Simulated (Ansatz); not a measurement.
# Mg2O: the cost of one run

Program: Ansatz 0.2.0. Level of theory: DFT PBE, scalar-relativistic, plane waves, PAW. These are calculated values, not measurements.

3 further runs of the same task are left out: 3 set aside as unsound or not needed.

### Step 1. The system as given

The structure is tetragonal, space group P4_2/mnm (No. 136). The conventional cell has a = 5.290 Å, b = 5.290 Å, c = 3.407 Å, α = 90.00°, β = 90.00°, γ = 90.00°. Mg (site symmetry m2m) is surrounded by 3 O at 2.24 to 2.29 Å. Around O (site symmetry mmm) lie 6 Mg at 2.24 to 2.29 Å.

Structure file:

```
CELL_PARAMETERS angstrom
5.29014 0.00000 0.00000
0.00000 5.29014 0.00000
0.00000 0.00000 3.40738
ATOMIC_POSITIONS crystal
Mg 0.30600 0.30600 0.00000
Mg 0.19400 0.80600 0.50000
Mg 0.69400 0.69400 0.00000
Mg 0.80600 0.19400 0.50000
O 0.00000 0.00000 0.00000
O 0.50000 0.50000 0.50000
```

This is candidate A: anti-rutile type (P4_2/mnm, No. 136).

(A quick probe on a coarse mesh, which set the mesh and smearing, is not shown.)

### Step 3. A loose first relaxation (candidate A)

File input.yaml:

```yaml
crystal:
  lattice:
    - [5.2901358324, 0.0, 0.0]
    - [0.0, 5.2901358324, 0.0]
    - [0.0, 0.0, 3.4073817867]
  atoms:
    - { symbol: Mg, position: [0.306, 0.306, 0.0] }
    - { symbol: Mg, position: [0.194, 0.806, 0.5] }
    - { symbol: Mg, position: [0.694, 0.694, 0.0] }
    - { symbol: Mg, position: [0.806, 0.194, 0.5] }
    - { symbol: O, position: [0.0, 0.0, 0.0] }
    - { symbol: O, position: [0.5, 0.5, 0.5] }
basis:
  ecutwfc: 420
kpoints:
  mp_grid: { grid: [4, 4, 6] }
hamiltonian:
  xc: pbe
scf:
  occupations: { method: gaussian, width: 0.1 }
  lower_state_search: "off"
output:
  forces: true
  stress: true
  eigenvalues: true
relax:
  adjacent_minimum: "off"
  f_tol: 0.04
  max_steps: 70
  cell: { stress_tol: 0.4 }
```

Launch:

```
$ ansatz run input.yaml --threads 1 --pin off --max-ram 2560MiB --backend cpu --events-out ev --progress --plain --runs-dir out
```

Q: Estimate wall time and peak memory on 1 thread of Intel Xeon Platinum 8375C at 2.90GHz (Ice Lake), shared host.

About 16 s, with a peak of 0.42 GiB.
